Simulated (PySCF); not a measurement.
# C₃H₈Si: electronic excitations and core binding energies

What electronic excitations and core binding energies should C₃H₈Si (`C1C[SiH2]C1`) show?

Programs: PySCF 2.14.0, with density-fitted response routines of our own. Each step states its level of theory. These are calculated values for one molecule in the gas phase, unless marked as measured. Atoms are numbered from 0 throughout.

**1. Starting geometry**

12 atoms, charge 0, multiplicity 1; geometry from: GFN2-xTB.

Bonds of the start (Å): C0–C1 1.54, C1–Si2 1.91, Si2–C3 1.91, C3–C0 1.54, C0–H4 1.09, C0–H5 1.09, C1–H6 1.09, C1–H7 1.09, Si2–H8 1.46, Si2–H9 1.46, C3–H10 1.09, C3–H11 1.09.

**2. Ultraviolet spectrum: wB97X-D/def2-SVPD**

What the job is given:

```
{"job": {"kind": "uv", "xc": "wB97X-D", "basis": "def2-SVPD", "nstates": 8, "ntriplets": 3}, "charge": 0, "multiplicity": 1}
C      0.505508    -0.984361    -0.101875
C      1.105424     0.437082    -0.075478
Si    -0.638192     1.216293     0.006384
C     -0.977802    -0.657642     0.170658
H      0.942295    -1.647378     0.644402
H      0.634152    -1.448834    -1.078651
H      1.720412     0.665351    -0.943011
H      1.718727     0.606991     0.807364
H     -1.115786     1.834647    -1.231767
H     -0.940333     2.064506     1.159912
H     -1.293181    -0.977680     1.161760
H     -1.660026    -1.109660    -0.545725
```

Level: TDDFT wB97X-D/def2-SVPD, vertical, gas phase, core orbitals frozen in the response.

**Question.** This job is followed by: delta-SCF UKS SCAN, pcX-2 on the ionised atom, pcseg-1 elsewhere, spin-free X2C. What will the session give for the following? lowest singlet (wB97X-D/def2-SVPD); brightest single state of those computed; lowest triplet; C1s binding energies, SCAN/pcX-2; Si1s binding energies, SCAN/pcX-2; Si2p binding energies, SCAN/pcX-2.

As calculated:

```
                                quantity                        value
      lowest singlet (wB97X-D/def2-SVPD)  7.13 eV (174 nm), f = 0.017
brightest single state of those computed  state 2, 7.33 eV, f = 0.108
                          lowest triplet                      6.49 eV
        C1s binding energies, SCAN/pcX-2      C0 290.39, C1 289.72 eV
       Si1s binding energies, SCAN/pcX-2               Si2 1846.05 eV
       Si2p binding energies, SCAN/pcX-2                Si2 106.52 eV
```

**Reading.** The lowest singlet, at 7.13 eV, is HOMO−1→LUMO 0.93 and is weak; of the 8 states computed, the strongest absorption comes from state 2 at 7.33 eV. The lowest triplet lies 0.64 eV below the lowest singlet (triplets in Tamm-Dancoff, singlets in full TDDFT). C0 (sp3 CH2 in a ring) binds its C1s electron 0.67 eV more tightly than C1 (sp3 CH2 bonded to Si).
